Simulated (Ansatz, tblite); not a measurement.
**The cluster H₃Au₃: removing and adding an electron**

Aim: the energy of removing and adding an electron for the cluster H₃Au₃, by energy differences, and how well orbital energies stand in for it.

Program: Ansatz 0.2.0, Gaussian basis. Level of theory: as each input shows. These are calculated values, not measurements.

Plan: charge +1 doublet, at the geometry of the singlet (PBE0-D4/def2-TZVP, PBE-D4/def2-TZVP, r2SCAN-D4/def2-TZVP); charge -1 doublet, at the geometry of the singlet (PBE0-D4/def2-TZVPD, PBE-D4/def2-TZVPD, r2SCAN-D4/def2-TZVPD); the starting singlet's energies come from earlier runs.

1 further run of the same task is left out (set aside as unsound or not needed).

### 1 The structure

The singlet was relaxed beforehand with PBE-D4/def2-TZVP. At that level it is the lowest of the isomers that a small search found.

6 atoms, charge 0, spin multiplicity 1.

Atoms are counted from 1 here; the program's logs count them from 0.

Bond lengths: Au1–Au2 2.685 Å, Au1–Au3 2.685 Å, Au1–H4 1.569 Å, Au2–Au3 2.685 Å, Au2–H6 1.569 Å, Au3–H5 1.569 Å. Angles: Au2–Au1–Au3 60.0°, Au2–Au1–H4 163.2°, Au3–Au1–H4 103.2°, Au1–Au2–Au3 60.0°, Au1–Au2–H6 103.1°, Au3–Au2–H6 163.1°, Au1–Au3–Au2 60.0°, Au1–Au3–H5 163.1°, Au2–Au3–H5 103.1°.

Au takes a core potential in the def2 sets. No spin-orbit coupling is included.

### 2 Charge +1 doublet at the fixed geometry, first pass, PBE0-D4/def2-SVP

in.yaml reads:

```yaml
crystal:
  periodic: [false, false, false]
  atoms:
    - {symbol: Au, position_ang: [-0.035527, -1.548224, 0.068467]}
    - {symbol: Au, position_ang: [-1.322077, 0.801718, -0.108187]}
    - {symbol: Au, position_ang: [1.358122, 0.746509, 0.039723]}
    - {symbol: H, position_ang: [1.082663, -2.644015, 0.178573]}
    - {symbol: H, position_ang: [1.748863, 2.265794, -0.007838]}
    - {symbol: H, position_ang: [-2.832044, 0.378228, -0.170739]}
basis:
  gaussian: {orbitals: def2-SVP}
total_charge: 1
magnetization: {spin_polarized: true, initial_magnetization: 1}
hamiltonian: {xc: pbe0, dispersion: d4}
output: {orbitals: {seedname: orbitals}}
```

Launch:

```bash
$ ansatz run in.yaml --threads 2 --pin off --events-out ev --progress --plain --max-ram 4352MiB
```

Output:

```text
Functional definition: PBE0
  name "PBE0"
  cite "Adamo & Barone, J. Chem. Phys. 110, 6158 (1999) doi:10.1063/1.478522"
  cite "Perdew, Burke & Ernzerhof, Phys. Rev. Lett. 77, 3865 (1996) doi:10.1103/PhysRevLett.77.3865"
  parent pbe
  parameter a = 0.25
  parameter kappa = 0.804
  parameter beta = 0.06672455060314922
  exchange = (1 - a)*pbe_x(kappa = kappa, mu = beta*pi^2/3) + a*exact_x
  correlation = pbe_c(beta = beta)
1137 factors; integrals over basis functions are off by at most 1.1e-3 eV
mean field evaluation 1: about -11113.5187 eV, gradient 3.5e1 eV
mean field evaluation 2: about -11094.6396 eV, gradient 7.5e1 eV
mean field evaluation 4: about -11119.0157 eV, gradient 3.7e0 eV
mean field evaluation 8: about -11119.0916 eV, gradient 4.3e-1 eV
mean field evaluation 16: about -11119.3036 eV, gradient 4.2e-2 eV
mean field evaluation 32: about -11119.3153 eV, gradient 4.1e-5 eV
mean field evaluation 64: about -11119.3151 eV, gradient 4.4e-2 eV
mean field -11119.31532891 eV, -408.6273013949 hartree, gradient 7.9e-6 eV, S^2 0.773603; 5 other end points of the search recorded, 0 dependent functions left out
reference -11119.31536933 eV, -408.6273028801 hartree; 30, 29 occupied and 81, 82 virtual orbitals, 1137 factors
Total energy: -11119.47059842 eV, -408.6330074440 hartree
```

Wall time 37 s (2 threads of Arm Neoverse V2, shared host).

HOMO -12.62 eV, LUMO -11.58 eV (over both spins); ⟨S²⟩ 0.774 (pure: 0.75).

### 3 Charge +1 doublet at the fixed geometry, PBE0-D4/def2-TZVP

start.molden holds the orbitals of an earlier run on this state, given as this run's starting guess.

in.yaml, as its differences from that of step 2:

```diff
@@ -10,3 +10,3 @@
 basis:
-  gaussian: {orbitals: def2-SVP}
+  gaussian: {orbitals: def2-TZVP, initial_orbitals: start.molden}
 total_charge: 1
@@ -14,2 +14,3 @@
 hamiltonian: {xc: pbe0, dispersion: d4}
+scf: {omitted_lower_state_checks: [starts]}
 output: {orbitals: {seedname: orbitals}}
```

The command is unchanged.

Output:

```text
Functional definition: PBE0
  name "PBE0"
  cite "Adamo & Barone, J. Chem. Phys. 110, 6158 (1999) doi:10.1063/1.478522"
  cite "Perdew, Burke & Ernzerhof, Phys. Rev. Lett. 77, 3865 (1996) doi:10.1103/PhysRevLett.77.3865"
  parent pbe
  parameter a = 0.25
  parameter kappa = 0.804
  parameter beta = 0.06672455060314922
  exchange = (1 - a)*pbe_x(kappa = kappa, mu = beta*pi^2/3) + a*exact_x
  correlation = pbe_c(beta = beta)
these checks for a lower state are left out or cut short: starts
1365 factors; their error is unknown
mean field evaluation 1: about -11119.6858 eV, gradient 2.4e1 eV
mean field evaluation 2: about -11120.0143 eV, gradient 4.6e-1 eV
mean field evaluation 4: about -11120.1192 eV, gradient 7.3e-2 eV
mean field evaluation 8: about -11120.1192 eV, gradient 2.9e-5 eV
mean field -11120.11919912 eV, -408.6568430802 hartree, gradient 5.9e-6 eV, S^2 0.776103; 0 other end points of the search recorded, 0 dependent functions left out
reference -11120.11923832 eV, -408.6568445206 hartree; 30, 29 occupied and 108, 109 virtual orbitals, 1365 factors
Total energy: -11120.27446741 eV, -408.6625490845 hartree
Checks for a lower state left out: starts
```

It took 20 s on 2 threads of Arm Neoverse V2, shared host; peak memory 0.71 GiB.

Report: HOMO -12.62 eV, LUMO -11.56 eV (over both spins); ⟨S²⟩ 0.776 (pure: 0.75).

### 4 Charge +1 doublet at the fixed geometry, PBE-D4/def2-TZVP

in.yaml, as its differences from that of step 3:

```diff
@@ -13,3 +13,3 @@
 magnetization: {spin_polarized: true, initial_magnetization: 1}
-hamiltonian: {xc: pbe0, dispersion: d4}
+hamiltonian: {xc: pbe, dispersion: d4}
 scf: {omitted_lower_state_checks: [starts]}
```

The command is unchanged.

Output:

```text
Functional definition: PBE
  name "PBE"
  cite "Perdew, Burke & Ernzerhof, Phys. Rev. Lett. 77, 3865 (1996) doi:10.1103/PhysRevLett.77.3865"
  parent pbe
  parameter kappa = 0.804
  parameter beta = 0.06672455060314922
  exchange = pbe_x(kappa = kappa, mu = beta*pi^2/3)
  correlation = pbe_c(beta = beta)
these checks for a lower state are left out or cut short: starts
1206 factors; their error is unknown
mean field evaluation 1: about -11124.3364 eV, gradient 6.1e0 eV
mean field evaluation 2: about -11124.5158 eV, gradient 4.0e-1 eV
mean field evaluation 4: about -11124.5273 eV, gradient 2.0e-3 eV
mean field evaluation 8: about -11124.5141 eV, gradient 1.8e-5 eV
mean field -11124.51406327 eV, -408.8183513589 hartree, gradient 1.8e-5 eV, S^2 0.753000; 0 other end points of the search recorded, 0 dependent functions left out
reference -11124.51411520 eV, -408.8183532670 hartree; 30, 29 occupied and 108, 109 virtual orbitals, 1206 factors
Total energy: -11124.69577825 eV, -408.8250292609 hartree
Checks for a lower state left out: starts
```

Run time: 7 s. Hardware: 2 threads of Arm Neoverse V2, shared host.

Report: HOMO -12.00 eV, LUMO -12.23 eV (over both spins; with the spin held, an empty level of the minority spin lies below the top filled one); ⟨S²⟩ 0.753 (pure: 0.75).

### 5 Charge +1 doublet at the fixed geometry, r2SCAN-D4/def2-TZVP

in.yaml, as its differences from that of step 4:

```diff
@@ -13,3 +13,3 @@
 magnetization: {spin_polarized: true, initial_magnetization: 1}
-hamiltonian: {xc: pbe, dispersion: d4}
+hamiltonian: {xc: r2scan, dispersion: d4}
 scf: {omitted_lower_state_checks: [starts]}
```

Same command.

Output:

```text
Functional definition: r2SCAN
  name "r2SCAN"
  cite "Furness, Kaplan, Ning, Perdew & Sun, J. Phys. Chem. Lett. 11, 8208 (2020) doi:10.1021/acs.jpclett.0c02405"
  cite "Furness, Kaplan, Ning, Perdew & Sun, J. Phys. Chem. Lett. 11, 9248 (2020) doi:10.1021/acs.jpclett.0c03077"
  parent r2scan
  parameter k0 = 0.174
  parameter k1 = 0.065
  parameter a1 = 4.9479
  exchange = r2scan_x(k0 = k0, k1 = k1, a1 = a1)
  correlation = r2scan_c
these checks for a lower state are left out or cut short: starts
1206 factors; their error is unknown
mean field evaluation 1: about -11125.9343 eV, gradient 4.0e0 eV
mean field evaluation 2: about -11126.0123 eV, gradient 2.3e-1 eV
mean field evaluation 4: about -11126.0047 eV, gradient 2.7e-1 eV
mean field evaluation 8: about -11126.0052 eV, gradient 4.2e-5 eV
mean field -11126.00524413 eV, -408.8731512445 hartree, gradient 1.3e-5 eV, S^2 0.757469; 0 other end points of the search recorded, 0 dependent functions left out
reference -11126.00526462 eV, -408.8731519976 hartree; 30, 29 occupied and 108, 109 virtual orbitals, 1206 factors
Total energy: -11126.04106056 eV, -408.8744674741 hartree
Checks for a lower state left out: starts
```

It took 17 s on 2 threads of Arm Neoverse V2, shared host.

From the report: HOMO -12.09 eV, LUMO -12.25 eV (over both spins; with the spin held, an empty level of the minority spin lies below the top filled one); ⟨S²⟩ 0.757 (pure: 0.75).

### 6 Vertical ionisation energy

Charged state less starting state, singlet to doublet; the starting state's energies are those of its earlier runs.

```tsv
level	vertical ionisation energy (eV)	time
PBE-D4/def2-TZVP	+9.63	11 s
r2SCAN-D4/def2-TZVP	+9.74	24 s
PBE0-D4/def2-TZVP	+9.79	24 s
```

Times add the two runs; a level without a time comes out of a correlated run.

Beside −ε(HOMO) of the starting state:

```tsv
level	−ε(HOMO) (eV)	by difference (eV)	mismatch (eV)
PBE-D4/def2-TZVP	6.97	9.63	-2.67
r2SCAN-D4/def2-TZVP	7.21	9.74	-2.54
PBE0-D4/def2-TZVP	7.96	9.79	-1.82
```

### 7 Charge -1 doublet at the fixed geometry, first pass, PBE0-D4/def2-SVP

in.yaml, as its differences from that of step 5:

```diff
@@ -10,7 +10,6 @@
 basis:
-  gaussian: {orbitals: def2-TZVP, initial_orbitals: start.molden}
-total_charge: 1
+  gaussian: {orbitals: def2-SVP}
+total_charge: -1
 magnetization: {spin_polarized: true, initial_magnetization: 1}
-hamiltonian: {xc: r2scan, dispersion: d4}
-scf: {omitted_lower_state_checks: [starts]}
+hamiltonian: {xc: pbe0, dispersion: d4}
 output: {orbitals: {seedname: orbitals}}
```

The command is unchanged.

Output:

```text
Functional definition: PBE0
  name "PBE0"
  cite "Adamo & Barone, J. Chem. Phys. 110, 6158 (1999) doi:10.1063/1.478522"
  cite "Perdew, Burke & Ernzerhof, Phys. Rev. Lett. 77, 3865 (1996) doi:10.1103/PhysRevLett.77.3865"
  parent pbe
  parameter a = 0.25
  parameter kappa = 0.804
  parameter beta = 0.06672455060314922
  exchange = (1 - a)*pbe_x(kappa = kappa, mu = beta*pi^2/3) + a*exact_x
  correlation = pbe_c(beta = beta)
1137 factors; integrals over basis functions are off by at most 1.1e-3 eV
mean field evaluation 1: about -11128.1427 eV, gradient 2.4e1 eV
mean field evaluation 2: about -11125.3462 eV, gradient 3.7e1 eV
mean field evaluation 4: about -11130.2878 eV, gradient 7.1e-1 eV
mean field evaluation 8: about -11130.5922 eV, gradient 1.3e-1 eV
mean field evaluation 16: about -11130.5923 eV, gradient 2.5e-5 eV
mean field -11130.59229443 eV, -409.0417222340 hartree, gradient 2.7e-5 eV, S^2 0.756406; 0 other end points of the search recorded, 0 dependent functions left out
reference -11130.59232979 eV, -409.0417235333 hartree; 31, 30 occupied and 80, 81 virtual orbitals, 1137 factors
Total energy: -11130.80975365 eV, -409.0497137127 hartree
```

Run time: 7 s. Hardware: 2 threads of Arm Neoverse V2, shared host.

HOMO 0.09 eV, LUMO 1.88 eV (over both spins); ⟨S²⟩ 0.756 (pure: 0.75). Doubts: highest occupied level lies above zero.

### 8 Charge -1 doublet at the fixed geometry, PBE0-D4/def2-TZVPD

in.yaml, as its differences from that of step 7:

```diff
@@ -10,3 +10,3 @@
 basis:
-  gaussian: {orbitals: def2-SVP}
+  gaussian: {orbitals: def2-TZVPD, initial_orbitals: start.molden}
 total_charge: -1
@@ -14,2 +14,3 @@
 hamiltonian: {xc: pbe0, dispersion: d4}
+scf: {omitted_lower_state_checks: [starts]}
 output: {orbitals: {seedname: orbitals}}
```

Launched as before.

Output:

```text
Functional definition: PBE0
  name "PBE0"
  cite "Adamo & Barone, J. Chem. Phys. 110, 6158 (1999) doi:10.1063/1.478522"
  cite "Perdew, Burke & Ernzerhof, Phys. Rev. Lett. 77, 3865 (1996) doi:10.1103/PhysRevLett.77.3865"
  parent pbe
  parameter a = 0.25
  parameter kappa = 0.804
  parameter beta = 0.06672455060314922
  exchange = (1 - a)*pbe_x(kappa = kappa, mu = beta*pi^2/3) + a*exact_x
  correlation = pbe_c(beta = beta)
these checks for a lower state are left out or cut short: starts
1386 factors; their error is unknown
mean field evaluation 1: about -11130.8613 eV, gradient 3.6e1 eV
mean field evaluation 2: about -11131.5030 eV, gradient 9.9e-1 eV
mean field evaluation 4: about -11131.6200 eV, gradient 8.2e-2 eV
mean field evaluation 8: about -11131.6200 eV, gradient 1.7e-5 eV
mean field -11131.61999329 eV, -409.0794894704 hartree, gradient 1.7e-5 eV, S^2 0.756137; 0 other end points of the search recorded, 0 dependent functions left out
reference -11131.62002960 eV, -409.0794908049 hartree; 31, 30 occupied and 125, 126 virtual orbitals, 1386 factors
Total energy: -11131.83745346 eV, -409.0874809842 hartree
Checks for a lower state left out: starts
```

Wall time 9 s (2 threads of Arm Neoverse V2, shared host).

From the report: HOMO -0.05 eV, LUMO 1.75 eV (over both spins); ⟨S²⟩ 0.756 (pure: 0.75).

### 9 Charge -1 doublet at the fixed geometry, PBE-D4/def2-TZVPD

in.yaml, as its differences from that of step 8:

```diff
@@ -13,3 +13,3 @@
 magnetization: {spin_polarized: true, initial_magnetization: 1}
-hamiltonian: {xc: pbe0, dispersion: d4}
+hamiltonian: {xc: pbe, dispersion: d4}
 scf: {omitted_lower_state_checks: [starts]}
```

Launched as before.

Output:

```text
Functional definition: PBE
  name "PBE"
  cite "Perdew, Burke & Ernzerhof, Phys. Rev. Lett. 77, 3865 (1996) doi:10.1103/PhysRevLett.77.3865"
  parent pbe
  parameter kappa = 0.804
  parameter beta = 0.06672455060314922
  exchange = pbe_x(kappa = kappa, mu = beta*pi^2/3)
  correlation = pbe_c(beta = beta)
these checks for a lower state are left out or cut short: starts
1257 factors; their error is unknown
mean field evaluation 1: about -11135.6204 eV, gradient 6.1e0 eV
mean field evaluation 2: about -11135.7747 eV, gradient 1.7e-1 eV
mean field evaluation 4: about -11135.7620 eV, gradient 8.5e-4 eV
mean field -11135.76197588 eV, -409.2317045229 hartree, gradient 2.1e-5 eV, S^2 0.751892; 0 other end points of the search recorded, 0 dependent functions left out
reference -11135.76202312 eV, -409.2317062589 hartree; 31, 30 occupied and 125, 126 virtual orbitals, 1257 factors
Total energy: -11136.01545048 eV, -409.2410195427 hartree
Checks for a lower state left out: starts
```

It took 7 s on 2 threads of Arm Neoverse V2, shared host.

Report: HOMO 0.71 eV, LUMO 1.08 eV (over both spins); ⟨S²⟩ 0.752 (pure: 0.75). Doubts: highest occupied level lies above zero.

### 10 Charge -1 doublet at the fixed geometry, r2SCAN-D4/def2-TZVPD

in.yaml, as its differences from that of step 9:

```diff
@@ -13,3 +13,3 @@
 magnetization: {spin_polarized: true, initial_magnetization: 1}
-hamiltonian: {xc: pbe, dispersion: d4}
+hamiltonian: {xc: r2scan, dispersion: d4}
 scf: {omitted_lower_state_checks: [starts]}
```

The command is unchanged.

Output:

```text
Functional definition: r2SCAN
  name "r2SCAN"
  cite "Furness, Kaplan, Ning, Perdew & Sun, J. Phys. Chem. Lett. 11, 8208 (2020) doi:10.1021/acs.jpclett.0c02405"
  cite "Furness, Kaplan, Ning, Perdew & Sun, J. Phys. Chem. Lett. 11, 9248 (2020) doi:10.1021/acs.jpclett.0c03077"
  parent r2scan
  parameter k0 = 0.174
  parameter k1 = 0.065
  parameter a1 = 4.9479
  exchange = r2scan_x(k0 = k0, k1 = k1, a1 = a1)
  correlation = r2scan_c
these checks for a lower state are left out or cut short: starts
1257 factors; their error is unknown
mean field evaluation 1: about -11137.3358 eV, gradient 4.1e0 eV
mean field evaluation 2: about -11137.4032 eV, gradient 9.0e-2 eV
mean field evaluation 4: about -11137.3895 eV, gradient 4.9e-4 eV
mean field -11137.38950392 eV, -409.2915150753 hartree, gradient 1.1e-5 eV, S^2 0.755429; 0 other end points of the search recorded, 0 dependent functions left out
reference -11137.38952794 eV, -409.2915159580 hartree; 31, 30 occupied and 125, 126 virtual orbitals, 1257 factors
Total energy: -11137.44293954 eV, -409.2934787980 hartree
Checks for a lower state left out: starts
```

Wall time 16 s (2 threads of Arm Neoverse V2, shared host).

Report: HOMO 0.61 eV, LUMO 1.27 eV (over both spins); ⟨S²⟩ 0.755 (pure: 0.75). Doubts: highest occupied level lies above zero.

### 11 Vertical electron affinity

Starting state less charged state (positive: the electron is bound), singlet to doublet; the starting state's energies are those of its earlier runs.

```tsv
level	vertical electron affinity (eV)	time
PBE-D4/def2-TZVPD	+1.59	11 s
r2SCAN-D4/def2-TZVPD	+1.56	24 s
PBE0-D4/def2-TZVPD	+1.67	14 s
```

Times add the two runs; a level without a time comes out of a correlated run.

Beside −ε(LUMO) of the starting state:

```tsv
level	−ε(LUMO) (eV)	by difference (eV)	mismatch (eV)
PBE-D4/def2-TZVPD	3.87	1.59	+2.28
r2SCAN-D4/def2-TZVPD	3.76	1.56	+2.21
PBE0-D4/def2-TZVPD	3.24	1.67	+1.57
```

### 12 Outcome

| quantity | value |
| --- | --- |
| vertical ionisation energy, functionals in def2-TZVP | 9.63 (PBE-D4) to 9.79 eV (PBE0-D4) |
| vertical electron affinity, functionals in def2-TZVPD | 1.56 (r2SCAN-D4) to 1.67 eV (PBE0-D4) |

What this shows: The vertical ionisation energy spans 9.63 to 9.79 eV over the functionals. −ε(HOMO) misses the level's own difference by -1.82 eV at best (PBE0-D4) and -2.67 eV at worst (PBE-D4). The vertical electron affinity spans 1.56 to 1.67 eV over the functionals. The anion's highest level lies above zero where self-interaction lifts it, so diffuse functions weigh on these values. −ε(LUMO) misses the level's own difference by +1.57 eV at best (PBE0-D4) and +2.28 eV at worst (PBE-D4). The charged states' spins were chosen beforehand and needn't be their lowest.
